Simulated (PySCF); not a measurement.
# C3H10Si: the cost of one run

Computed with PySCF 2.14.0. Level: levels as typed in each script, gas phase, geometry from GFN2-xTB.

## 1. Starting geometry

SMILES `C[SiH](C)C`, 14 atoms, charge 0, spin multiplicity 1.

Bond lengths: C1–Si2 1.903 Å, C1–H5 1.086 Å, C1–H6 1.087 Å, C1–H7 1.086 Å, Si2–C3 1.903 Å, Si2–C4 1.903 Å, Si2–H8 1.475 Å, C3–H9 1.086 Å, C3–H10 1.087 Å, C3–H11 1.086 Å, C4–H12 1.087 Å, C4–H13 1.086 Å, C4–H14 1.086 Å. Angles: Si2–C1–H5 111.3°, Si2–C1–H6 111.5°, Si2–C1–H7 111.3°, H5–C1–H6 107.5°, H5–C1–H7 107.5°, H6–C1–H7 107.4°, C1–Si2–C3 109.5°, C1–Si2–C4 109.5°, C1–Si2–H8 109.4°, C3–Si2–C4 109.5°, C3–Si2–H8 109.4°, C4–Si2–H8 109.4°, Si2–C3–H9 111.3°, Si2–C3–H10 111.5°, Si2–C3–H11 111.3°, H9–C3–H10 107.4°, H9–C3–H11 107.5°, H10–C3–H11 107.5° and more.

Geometry (Å):

```csv
atom,x (Å),y (Å),z (Å)
C1,-1.71635,-0.52525,-0.23339
Si2,-0.00009,-0.00006,0.40007
C3,1.31304,-1.22383,-0.23315
C4,0.40332,1.74900,-0.23307
H5,-1.97690,-1.52086,0.11278
H6,-1.75481,-0.53568,-1.31921
H7,-2.48943,0.15406,0.11299
H8,-0.00061,-0.00032,1.87535
H9,2.30549,-0.95166,0.11310
H10,1.34320,-1.25009,-1.31897
H11,1.11122,-2.23299,0.11302
H12,0.41354,1.78772,-1.31888
H13,-0.32865,2.47239,0.11322
H14,1.37814,2.07880,0.11335
```

## 2. Density, bond paths and surface potential (PBE/def2-tzvp)

File input.py:

```python
import numpy as np
from pyscf import gto, scf, dft
from pyscf.scf import atom_ks, atom_hf
from scipy.linalg import block_diag

def solve(mol, dm0=None, hcore=None):
    mf = (dft.UKS if mol.spin else dft.RKS)(mol, xc='pbe')
    mf.grids.level = 3
    mf = mf.density_fit(auxbasis='def2-universal-jkfit')
    mf.conv_tol, mf.max_cycle = 1e-8, 80
    if hcore is not None:
        mf.get_hcore = lambda *args: hcore
    mf.kernel(dm0)
    if not mf.converged:
        mf = mf.newton().run(mf.mo_coeff, mf.mo_occ, max_cycle=30)
    assert mf.converged, 'SCF not converged'
    return mf

mol = gto.M(atom='''
C     -1.71635    -0.52525    -0.23339
Si    -0.00009    -0.00006     0.40007
C      1.31304    -1.22383    -0.23315
C      0.40332     1.74900    -0.23307
H     -1.97690    -1.52086     0.11278
H     -1.75481    -0.53568    -1.31921
H     -2.48943     0.15406     0.11299
H     -0.00061    -0.00032     1.87535
H      2.30549    -0.95166     0.11310
H      1.34320    -1.25009    -1.31897
H      1.11122    -2.23299     0.11302
H      0.41354     1.78772    -1.31888
H     -0.32865     2.47239     0.11322
H      1.37814     2.07880     0.11335
''', basis='def2-tzvp', charge=0, spin=0, verbose=4)
mf = solve(mol)
mf.analyze()
# spherically averaged free atoms, for the promolecule
atm = atom_ks.get_atm_nrks(mol, xc='pbe')
pro = block_diag(*[(atm[a[0]][2] * atm[a[0]][3]) @ atm[a[0]][2].T for a in mol._atom])
np.savez('result.npz', e=mf.e_tot, c=mf.mo_coeff, occ=mf.mo_occ, eps=mf.mo_energy, pro=pro, dip=mf.dip_moment(verbose=0), s2=mf.spin_square()[0])
```

Launch:

```
> OMP_NUM_THREADS=1 python input.py
```

What time and memory should one allow on 1 thread of Intel Xeon Platinum 8259CL at 2.50GHz (Skylake/Cascade Lake), shared host?

About 37 s, with a peak of 0.65 GiB.
